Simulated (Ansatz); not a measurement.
# CH7GeNO: one species, many methods

Aim: compute CH7GeNO with functionals from several rungs and with coupled cluster. The yardstick is the atomisation energy at the CCSD(T) limit.

Program: Ansatz 0.2.0, Gaussian basis. Level of theory: functionals in def2-TZVPP, the program's frozen cores in correlated methods. These are calculated values, not measurements.

The runs, in order: LDA (SPW92), PBE-D4, revPBE-D4, BLYP-D4, r2SCAN-D4, B97M-V, PBE0-D4, B3LYP-D4, r2SCANh-D4, r2SCAN0-D4, HSE06-D4, BHLYP-D4, CAM-B3LYP-D4, LC-ωPBE, ωB97X-V, ωB97M-V, B2PLYP, PBE-QIDH; CCSD(T)/def2-SVP; CCSD(T)/def2-TZVPP; MP2/def2-QZVPP; extrapolation to the limit; RPA on PBE.

## (1) Structure used throughout

The geometry comes from an earlier relaxation with PBE0-D4 in a triple-zeta def2 set; it is a stationary point, not always the lowest conformer.

SMILES `N[CH2][GeH2][OH]`, 11 atoms, charge 0, spin multiplicity 1.

Atoms are counted from 1 here; the program's logs count them from 0.

Bond lengths: N1–C2 1.456 Å, N1–H5 1.012 Å, N1–H6 1.012 Å, C2–Ge3 1.954 Å, C2–H7 1.093 Å, C2–H8 1.099 Å, Ge3–O4 1.788 Å, Ge3–H9 1.548 Å, Ge3–H10 1.543 Å, O4–H11 0.959 Å. Angles: C2–N1–H5 111.2°, C2–N1–H6 111.0°, H5–N1–H6 107.0°, N1–C2–Ge3 108.9°, N1–C2–H7 109.1°, N1–C2–H8 115.7°, Ge3–C2–H7 106.9°, Ge3–C2–H8 108.8°, H7–C2–H8 107.0°, C2–Ge3–O4 104.8°, C2–Ge3–H9 110.5°, C2–Ge3–H10 113.1°, O4–Ge3–H9 109.5°, O4–Ge3–H10 109.4°, H9–Ge3–H10 109.4°, Ge3–O4–H11 113.1°.

## (2) LDA

This LDA is Slater exchange with PW92 correlation.

Contents of in.yaml:

```yaml
crystal:
  periodic: [false, false, false]
  atoms:
    - {symbol: N, position_ang: [-0.584328, 1.759701, 0.073709]}
    - {symbol: C, position_ang: [-0.804158, 0.351441, -0.225962]}
    - {symbol: Ge, position_ang: [0.883908, -0.610048, -0.018113]}
    - {symbol: O, position_ang: [0.421244, -2.336494, 0.044773]}
    - {symbol: H, position_ang: [-1.409246, 2.309745, -0.130000]}
    - {symbol: H, position_ang: [-0.373962, 1.892994, 1.054619]}
    - {symbol: H, position_ang: [-1.101298, 0.250312, -1.272525]}
    - {symbol: H, position_ang: [-1.573765, -0.150162, 0.377009]}
    - {symbol: H, position_ang: [1.575221, -0.211984, 1.307976]}
    - {symbol: H, position_ang: [1.858745, -0.382587, -1.191878]}
    - {symbol: H, position_ang: [1.173038, -2.929917, 0.000791]}
basis:
  gaussian: {orbitals: def2-TZVPP}
hamiltonian: {xc: lda}
output: {orbitals: {seedname: orbitals}}
```

After this run come: PBE-D4 (GGA); revPBE-D4 (GGA); BLYP-D4 (GGA); r2SCAN-D4 (meta-GGA); B97M-V (meta-GGA); PBE0-D4 (hybrid); B3LYP-D4 (hybrid); r2SCANh-D4 (hybrid); r2SCAN0-D4 (hybrid); HSE06-D4 (hybrid); BHLYP-D4 (hybrid); CAM-B3LYP-D4 (range-separated); LC-ωPBE (range-separated); ωB97X-V (range-separated); ωB97M-V (range-separated); B2PLYP (double hybrid); PBE-QIDH (double hybrid); CCSD(T) in def2-SVP; CCSD(T) in def2-TZVPP; MP2 in def2-QZVPP; RPA on PBE orbitals.

**Question.** What will the summary of the whole plan be? Wanted: atomisation energy, CCSD(T)/CBS; farthest beyond LDA; mean size of error, GGA; mean size of error, meta-GGA; mean size of error, hybrid; mean size of error, range-separated; mean size of error, double hybrid; gap, smallest and largest; T1 diagnostic.

As calculated:

| quantity | value |
| --- | --- |
| atomisation energy, CCSD(T)/CBS | 38.467 eV |
| functionals within 0.385 eV (1.0 %) | PBE-D4, BLYP-D4, r2SCAN-D4, B97M-V, B3LYP-D4, HSE06-D4, CAM-B3LYP-D4, ωB97X-V, ωB97M-V |
| farthest beyond LDA | BHLYP-D4 (-1.425 eV) |
| mean size of error, GGA | 0.415 eV |
| mean size of error, meta-GGA | 0.201 eV |
| mean size of error, hybrid | 0.648 eV |
| mean size of error, range-separated | 0.146 eV |
| mean size of error, double hybrid | 0.615 eV |
| gap, smallest and largest | 4.84 eV (LDA (SPW92)), 12.27 eV (LC-ωPBE) |
| T1 diagnostic | 0.0106 |
| triples share of the correlation energy | 3.5 % |

**Reading.** The LDA atomisation energy is off by 5.527 eV (14 %): it overbinds. PBE-D4 misses by +0.343 eV. Double hybrids carry the basis error of their MP2 part in triple zeta, and no dispersion term here, so their miss is partly the set-up's. The rungs range-separated, meta-GGA miss on average by less than the doubt on the reference (0.385 eV), so they tie. The reference freezes the cores and leaves out relativity and excitations past (T), and its outer-core shells are covered unevenly, so misses under about 0.385 eV can't be ranked. Hartree-Fock recovers 69 % of the binding; the rest is correlation. CCSD(T) in def2-SVP is off by -2.700 eV, more than most functionals: a good method in a small basis is no reference. The gap grows from 4.8 to 12.3 eV across the functionals, mostly with the share of exact exchange. Correlated methods include outer-core shells of Ge, which these sets cover unevenly.
